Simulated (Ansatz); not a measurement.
# BCl2H3O: the cost of one run

All numbers below are computed with Ansatz 0.2.0 (RHF/def2-SVP).

### 1 Starting point

Bond lengths: B1–Cl2 2.210 Å, B1–H3 1.190 Å, B1–Cl4 1.860 Å, B1–O5 1.710 Å, O5–H6 1.010 Å, Cl2–H7 1.346 Å, O5–H7 1.148 Å. Angles: B1–Cl2–H7 63.4°, Cl2–B1–H3 120.0°, Cl2–B1–Cl4 120.0°, Cl2–B1–O5 71.6°, H3–B1–Cl4 120.0°, H3–B1–O5 105.6°, Cl4–B1–O5 92.7°, B1–O5–H6 109.5°, B1–O5–H7 87.0°, H6–O5–H7 154.5°, Cl2–H7–O5 138.0°.

As a file:

```xyz
7

B     0.0000    0.0000    0.0000
Cl    0.0000    0.0000    2.2100
H     1.0305    0.0000   -0.5950
Cl   -1.6108    0.0000   -0.9300
O    -0.2190   -1.6079    0.5392
H    -0.6224   -2.1606   -0.2037
H    -0.1624   -1.1927    1.6085
```

### 2 A restrained relaxation towards end A

Springs on the bonds that form and break draw the guess towards this end; the thresholds are loose.

The input, input.yaml:

```yaml
crystal:
  periodic: [false, false, false]
  atoms:
    - { symbol: B, position_ang: [0.0, 0.0, 0.0] }
    - { symbol: Cl, position_ang: [0.0, 0.0, 2.21] }
    - { symbol: H, position_ang: [1.0305, 0.0, -0.595] }
    - { symbol: Cl, position_ang: [-1.6108, 0.0, -0.93] }
    - { symbol: O, position_ang: [-0.219, -1.6079, 0.5392] }
    - { symbol: H, position_ang: [-0.6224, -2.1606, -0.2037] }
    - { symbol: H, position_ang: [-0.1624, -1.1927, 1.6085] }
basis:
  gaussian: { orbitals: def2-SVP }
hamiltonian:
  xc: hf
relax:
  f_tol: 0.15
  max_steps: 25
  restrain:
    - { distance: [0, 4], at: 2.61, k: 30.0 }
    - { distance: [6, 1], at: 2.57, k: 30.0 }
    - { distance: [0, 1], at: 1.86, k: 30.0 }
    - { distance: [6, 4], at: 1.01, k: 30.0 }
```

Run with:

```console
$ ansatz run input.yaml --threads 1 --pin off --max-ram 2048MiB --backend cpu --events-out ev --progress --plain --runs-dir out
```

**Question.** How long does this run take on 1 thread of Arm Neoverse V1, shared host, and how much memory does it need?

About 14 s, with a peak of 0.14 GiB.
